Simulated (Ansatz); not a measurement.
# BGeHCl (quartet): from Hartree-Fock to the top rungs, cc-pVDZ

An exercise on one series of results from a longer session: the logs are not shown, and one member is left open.

The runs use Ansatz 0.2.0, Gaussian basis; cc-pVDZ, core rule «outside noble gas», up to 20 orbitals frozen.

The runs, in order: UHF; CCSD(T) on ROHF; CCSD(T) on UHF; BCCD(T) on ROHF; CISD; CCSDT(Q) on ROHF; CCSDT(Q) on UHF.

35 further runs of the same task are left out: 24 that didn't finish, 11 set aside as unsound or not needed.

### The geometry

The geometry is a PBE0/def2-TZVP stationary point (not a proven minimum). No spin-orbit coupling is included. The filled d shell of Ge may be among the frozen orbitals whatever the setting's name suggests; the logs give the count.

4 atoms, charge 0, spin multiplicity 4.

Atoms are counted from 1 here; the program's logs count them from 0.

Bond lengths: B1–Ge2 1.909 Å, Ge2–Cl3 2.152 Å, Ge2–H4 1.534 Å. Angles: B1–Ge2–Cl3 123.6°, B1–Ge2–H4 132.5°, Cl3–Ge2–H4 103.9°.

The first run:

The input, in.yaml:

```yaml
crystal:
  periodic: [false, false, false]
  atoms:
    - {symbol: B, position_ang: [0.000000, -1.105561, 1.857168]}
    - {symbol: Ge, position_ang: [0.000000, 0.237547, 0.500263]}
    - {symbol: Cl, position_ang: [0.000000, -0.199904, -1.607211]}
    - {symbol: H, position_ang: [0.000000, 1.769935, 0.559060]}
basis:
  gaussian: {orbitals: cc-pVDZ}
magnetization: {spin_polarized: true, initial_magnetization: 3}
hamiltonian: {xc: hf}
output: {orbitals: {seedname: orbitals}}
```

Run with:

```
$ ansatz run in.yaml --threads 1 --pin off --events-out ev --progress --plain --max-ram 2393MiB
```

Among the steps run: UHF; CCSD(T) on ROHF; CCSD(T) on UHF; BCCD(T) on ROHF; CISD; CCSDT(Q) on ROHF; CCSDT(Q) on UHF.

One table of the session follows, with a row left open; its other results are not shown here.

| method | from UCCSDT(Q) (kcal/mol) |
| --- | --- |
| ROHF | +184.89 |
| UHF | +183.82 |
| RMP2 | +28.71 |
| UMP2 | +28.95 |
| RCCSD | +6.64 |
| UCCSD | +6.57 |
| RCCSD(T) | +1.39 |
| UCCSD(T) | +1.34 |
| BCCD(T) | ? |
| RCCSDT | +0.49 |
| UCCSDT | +0.44 |
| RCCSDT(Q) | +0.08 |
| UCCSDT(Q) | 0 |

**Question.** Estimate the row for BCCD(T).

The run gave: from UCCSDT(Q) (kcal/mol): +1.36. In the column «from UCCSDT(Q) (kcal/mol)» it lies between UCCSD(T) (+1.34) and RCCSD(T) (+1.39).

Not comparable, so not listed: CISD (they don't share determinant, frozen orbitals or solution with the rows shown, or repeat one).

Limits of these values: Restricted and unrestricted rows rest on different reference determinants; where their highest levels disagree by more than a few hundredths of an eV, they describe different states and don't form one ladder.
